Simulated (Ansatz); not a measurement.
# BBrFGaH2: two geometries relaxed

Aim: relax the geometries before and after the inversion of the pyramid at B2, and see whether they are two minima and how far apart in energy. SMILES of the start: F[B]([GaH2])Br.

Method: RKS PBE0-D4/def2-SVP, in Ansatz 0.2.0.

**1. The structure to begin with**

Bond lengths: F1–B2 1.510 Å, B2–Ga3 2.009 Å, B2–Br4 1.948 Å, Ga3–H5 1.404 Å, Ga3–H6 0.845 Å. Angles: F1–B2–Ga3 119.3°, F1–B2–Br4 120.3°, Ga3–B2–Br4 103.4°, B2–Ga3–H5 95.8°, B2–Ga3–H6 86.3°, H5–Ga3–H6 154.7°.

As a file:

```xyz
6

F     0.5094   -1.9159    0.3180
B    -0.4207   -0.7297    0.2276
Ga    0.3438    1.1276    0.2844
Br   -1.7465   -0.6278   -1.1963
H     1.2433    0.9438   -0.7773
H     0.1128    1.1381    1.0973
```

**2. Relaxing end A**

File input.yaml:

```yaml
crystal:
  periodic: [false, false, false]
  atoms:
    - { symbol: F, position_ang: [0.5094, -1.9159, 0.318] }
    - { symbol: B, position_ang: [-0.4207, -0.7297, 0.2276] }
    - { symbol: Ga, position_ang: [0.3438, 1.1276, 0.2844] }
    - { symbol: Br, position_ang: [-1.7465, -0.6278, -1.1963] }
    - { symbol: H, position_ang: [1.2433, 0.9438, -0.7773] }
    - { symbol: H, position_ang: [0.1128, 1.1381, 1.0973] }
basis:
  gaussian: { orbitals: def2-SVP }
hamiltonian:
  xc: pbe0
  dispersion: d4
relax:
  f_tol: 0.015
  max_steps: 40
output:
  orbitals: {}
```

Command:

```console
$ ansatz run input.yaml --threads 2 --pin off --max-ram 3072MiB --backend cpu --events-out ev --progress --plain --runs-dir out
```

Log, cut to the lines that bear on the results:

```text
Warning: RAYON_NUM_THREADS=2 ignored (pool sized by the plan → 2); use --threads N
[...]
Functional definition: PBE0
[...]
1074 factors; integrals over basis functions are off by at most 2.6e-4 eV
[...]
mean field -125799.89597354 eV, -4623.0609067955 hartree, gradient 4.1e-5 eV, S^2 0.000000; 0 other end points of the search recorded, 0 dependent functions left out
[...]
reference -125799.89599984 eV, -4623.0609077621 hartree; 41, 41 occupied and 61, 61 virtual orbitals, 1074 factors
relax step   1: F+E_penalty+E_count = -125800.02594761 eV  Δ(F+E_penalty+E_count) = +0.000e0 eV  max|allowed force component| = 6.179e1 eV/Å  Δτ_max = 0.0000 Å  (27 SCF iters, accepted)
[...]
relax step   3: F+E_penalty+E_count = -125813.38345506 eV  Δ(F+E_penalty+E_count) = -2.797e0 eV  max|allowed force component| = 6.056e0 eV/Å  Δτ_max = 0.1941 Å  (36 SCF iters, accepted)
[...]
relax step   5: F+E_penalty+E_count = -125815.30002123 eV  Δ(F+E_penalty+E_count) = -6.478e-1 eV  max|allowed force component| = 9.303e-1 eV/Å  Δτ_max = 0.1947 Å  (35 SCF iters, accepted)
[...]
relax step   7: F+E_penalty+E_count = -125815.49397881 eV  Δ(F+E_penalty+E_count) = -1.463e-2 eV  max|allowed force component| = 4.429e-1 eV/Å  Δτ_max = 0.1408 Å  (29 SCF iters, accepted)
[...]
relax step   9: F+E_penalty+E_count = -125815.51370719 eV  Δ(F+E_penalty+E_count) = -1.527e-2 eV  max|allowed force component| = 1.735e-1 eV/Å  Δτ_max = 0.0402 Å  (29 SCF iters, accepted)
[...]
relax step  10: F+E_penalty+E_count = -125815.51532589 eV  Δ(F+E_penalty+E_count) = -1.619e-3 eV  max|allowed force component| = 3.387e-2 eV/Å  Δτ_max = 0.0522 Å  (29 SCF iters, accepted)
[...]
relax step  11: F+E_penalty+E_count = -125815.51564292 eV  Δ(F+E_penalty+E_count) = -3.170e-4 eV  max|allowed force component| = 1.358e-2 eV/Å  Δτ_max = 0.0136 Å  (31 SCF iters, accepted)
1075 factors; integrals over basis functions are off by at most 1.0e-3 eV
[...]
mean field -125815.39739940 eV, -4623.6305736887 hartree, gradient 2.0e-5 eV, S^2 0.000000; 1 other end points of the search recorded, 0 dependent functions left out
[...]
reference -125815.39742807 eV, -4623.6305747420 hartree; 41, 41 occupied and 61, 61 virtual orbitals, 1075 factors
Total energy: -125815.51567158 eV, -4623.6349201112 hartree
Atom 0 at     0.133632    -2.183580     0.306592 Å, force    -0.001282     0.013580    -0.000556 eV/Å
Atom 1 at    -0.304728    -1.010493    -0.094146 Å, force    -0.004156    -0.006713    -0.002701 eV/Å
Atom 2 at     0.534194     0.879714     0.227133 Å, force     0.013477     0.004605     0.006717 eV/Å
Atom 3 at    -1.944362    -1.006375    -1.123871 Å, force    -0.007611    -0.010253    -0.004370 eV/Å
Atom 4 at     1.536995     1.498672    -0.813357 Å, force    -0.003107     0.000290     0.003527 eV/Å
Atom 5 at     0.086369     1.758162     1.451349 Å, force     0.002679    -0.001509    -0.002616 eV/Å
Dipole moment:     0.102485     0.054999     0.059211 e Å
```

Run time: 42 s. Hardware: 2 threads of Arm Neoverse V1, shared host; peak memory 0.25 GiB.

Step by step:

```tsv
step	energy from step 1 (eV)	largest force component (eV/Å)
1	0.0000	61.7919
2	-10.5608	16.0161
3	-13.3575	6.0560
4	-14.6263	1.6999
5	-15.2741	0.9303
6	-15.4534	0.3144
7	-15.4680	0.4429
8	-15.4725	0.4759
9	-15.4878	0.1734
10	-15.4894	0.0339
11	-15.4897	0.0136
```

Step 1 is the start.

After: Bond lengths: F1–B2 1.315 Å, B2–Ga3 2.093 Å, B2–Br4 1.936 Å, Ga3–H5 1.572 Å, Ga3–H6 1.572 Å. Angles: F1–B2–Ga3 128.7°, F1–B2–Br4 116.5°, Ga3–B2–Br4 114.8°, B2–Ga3–H5 120.6°, B2–Ga3–H6 120.7°, H5–Ga3–H6 118.5°.

**3. Relaxing end B**

The second end starts from a geometry with the move made by hand.

File input.yaml:

```yaml
crystal:
  periodic: [false, false, false]
  atoms:
    - { symbol: F, position_ang: [0.51504, -1.91431, 0.18991] }
    - { symbol: B, position_ang: [-0.4207, -0.7297, 0.2276] }
    - { symbol: Ga, position_ang: [0.3438, 1.1276, 0.2844] }
    - { symbol: Br, position_ang: [-1.8667, -0.66175, 1.53148] }
    - { symbol: H, position_ang: [1.2433, 0.9438, -0.7773] }
    - { symbol: H, position_ang: [0.1128, 1.1381, 1.0973] }
basis:
  gaussian: { orbitals: def2-SVP }
hamiltonian:
  xc: pbe0
  dispersion: d4
relax:
  f_tol: 0.015
  max_steps: 40
output:
  orbitals: {}
```

Command:

```console
$ ansatz run input.yaml --threads 2 --pin off --max-ram 3072MiB --backend cpu --events-out ev --progress --plain --runs-dir out
```

Log, cut to the lines that bear on the results:

```text
Warning: RAYON_NUM_THREADS=2 ignored (pool sized by the plan → 2); use --threads N
[...]
[... 1 set-up line as earlier in the session ...]
[...]
1074 factors; integrals over basis functions are off by at most 2.6e-4 eV
[...]
mean field -125799.88176372 eV, -4623.0603845944 hartree, gradient 4.7e-5 eV, S^2 0.000000; 0 other end points of the search recorded, 0 dependent functions left out
[...]
reference -125799.88179010 eV, -4623.0603855639 hartree; 41, 41 occupied and 61, 61 virtual orbitals, 1074 factors
relax step   1: F+E_penalty+E_count = -125800.01123181 eV  Δ(F+E_penalty+E_count) = +0.000e0 eV  max|allowed force component| = 6.195e1 eV/Å  Δτ_max = 0.0000 Å  (28 SCF iters, accepted)
[...]
relax step   5: F+E_penalty+E_count = -125815.28143277 eV  Δ(F+E_penalty+E_count) = -3.992e-1 eV  max|allowed force component| = 5.722e-1 eV/Å  Δτ_max = 0.2000 Å  (35 SCF iters, accepted)
[...]
1075 factors; integrals over basis functions are off by at most 1.1e-3 eV
mean field -125815.39777355 eV, -4623.6305874382 hartree, gradient 1.1e-5 eV, S^2 0.000000; 1 other end points of the search recorded, 0 dependent functions left out
[...]
reference -125815.39780224 eV, -4623.6305884927 hartree; 41, 41 occupied and 61, 61 virtual orbitals, 1075 factors
Total energy: -125815.51588389 eV, -4623.6349279133 hartree
Atom 0 at     0.332001    -2.163232     0.678141 Å, force     0.000383    -0.000593     0.000527 eV/Å
Atom 1 at    -0.299134    -1.014407     0.572332 Å, force    -0.000951    -0.000867    -0.000175 eV/Å
Atom 2 at     0.529222     0.886036     0.275277 Å, force    -0.000214     0.000072    -0.000294 eV/Å
Atom 3 at    -2.229129    -1.076454     0.704799 Å, force     0.000459     0.000386    -0.000018 eV/Å
Atom 4 at     0.712442     1.463329    -1.175141 Å, force     0.000151     0.000825     0.000092 eV/Å
Atom 5 at     0.882138     1.808468     1.497983 Å, force     0.000172     0.000178    -0.000132 eV/Å
Dipole moment:     0.114058     0.061254    -0.014918 e Å
```

Wall time 63 s (2 threads of Arm Neoverse V1, shared host); peak memory 0.25 GiB.

The steps of the relaxation:

```tsv
step	energy from step 1 (eV)	largest force component (eV/Å)
1	0.0000	61.9520
2	-11.2660	14.4104
3	-13.9178	4.5588
4	-14.8710	1.0679
5	-15.2702	0.5722
6	-15.4255	0.4088
7	-15.4411	0.4012
8	-15.4683	0.6306
9	-15.4969	0.1392
10x	-15.4961	0.4827
11	-15.5021	0.0441
12	-15.5036	0.1318
13	-15.5040	0.0859
14	-15.5042	0.0561
15	-15.5046	0.0165
16x	-15.5046	0.0226
17	-15.5046	0.0010
```

Step 1 is the start. 2 steps were tried and not accepted (marked x).

After: Bond lengths: F1–B2 1.315 Å, B2–Ga3 2.094 Å, B2–Br4 1.936 Å, Ga3–H5 1.572 Å, Ga3–H6 1.572 Å. Angles: F1–B2–Ga3 127.9°, F1–B2–Br4 116.4°, Ga3–B2–Br4 115.7°, B2–Ga3–H5 120.7°, B2–Ga3–H6 120.7°, H5–Ga3–H6 118.4°.

**4. What came out**

| quantity | value |
| --- | --- |
| end A | 10 moves, 15.490 eV lower |
| end B | 14 moves, 15.505 eV lower |
| largest difference between the ends | 0.02 Å |
| end B relative to end A | -0.000 eV |

**Reading.** The two relaxations end at one structure, within 0.02 Å: no second minimum was found from this start, which doesn't rule one out.
